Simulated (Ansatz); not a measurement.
# C2H8BN: the cost of one run

All numbers below are computed with Ansatz 0.2.0 (RKS B3LYP-D4/def2-SVP).

## Step 1: The system as given

Bond lengths: B1–N2 1.550 Å, N2–H3 1.060 Å, N2–H4 1.060 Å, B1–C5 1.600 Å, C5–H6 1.110 Å, C5–H7 1.110 Å, C5–H8 1.110 Å, B1–C9 1.600 Å, C9–H10 1.110 Å, C9–H11 1.110 Å, C9–H12 1.110 Å. Angles (14 of 18 angles, heavy atoms first): N2–B1–C5 120.0°, N2–B1–C9 120.0°, C5–B1–C9 120.0°, B1–N2–H3 120.0°, B1–N2–H4 120.0°, B1–C5–H6 109.5°, B1–C5–H7 109.5°, B1–C5–H8 109.5°, B1–C9–H10 109.5°, B1–C9–H11 109.5°, B1–C9–H12 109.5°, H3–N2–H4 120.0°, H6–C5–H7 109.4°, H6–C5–H8 109.4°.

As a file:

```xyz
12

B     0.0000    0.0000    0.0000
N     0.0000    0.0000    1.5500
H    -0.8770   -0.2713    2.0800
H     0.8770    0.2713    2.0800
C     1.3856    0.0000   -0.8000
H     1.7152   -1.0462   -0.9702
H     1.2491    0.5080   -1.7774
H     2.1552    0.5381   -0.2082
C    -1.3856    0.0000   -0.8000
H    -1.9458   -0.9305   -0.5708
H    -1.9898    0.8797   -0.4946
H    -1.1839    0.0508   -1.8903
```

## Step 2: Relaxing the start

Contents of input.yaml:

```yaml
crystal:
  periodic: [false, false, false]
  atoms:
    - { symbol: B, position_ang: [0.0, 0.0, 0.0] }
    - { symbol: "N", position_ang: [0.0, 0.0, 1.55] }
    - { symbol: H, position_ang: [-0.877, -0.2713, 2.08] }
    - { symbol: H, position_ang: [0.877, 0.2713, 2.08] }
    - { symbol: C, position_ang: [1.3856, 0.0, -0.8] }
    - { symbol: H, position_ang: [1.7152, -1.0462, -0.9702] }
    - { symbol: H, position_ang: [1.2491, 0.508, -1.7774] }
    - { symbol: H, position_ang: [2.1552, 0.5381, -0.2082] }
    - { symbol: C, position_ang: [-1.3856, 0.0, -0.8] }
    - { symbol: H, position_ang: [-1.9458, -0.9305, -0.5708] }
    - { symbol: H, position_ang: [-1.9898, 0.8797, -0.4946] }
    - { symbol: H, position_ang: [-1.1839, 0.0508, -1.8903] }
basis:
  gaussian: { orbitals: def2-SVP }
hamiltonian:
  xc: b3lyp
  dispersion: d4
relax:
  f_tol: 0.02
  max_steps: 40
```

Command:

```bash
$ ansatz run input.yaml --threads 2 --pin off --max-ram 3072MiB --backend cpu --events-out ev --progress --plain --runs-dir out
```

Q: Estimate wall time and peak memory on 2 threads of Arm Neoverse V1, shared host.

About 40 s, with a peak of 0.19 GiB.
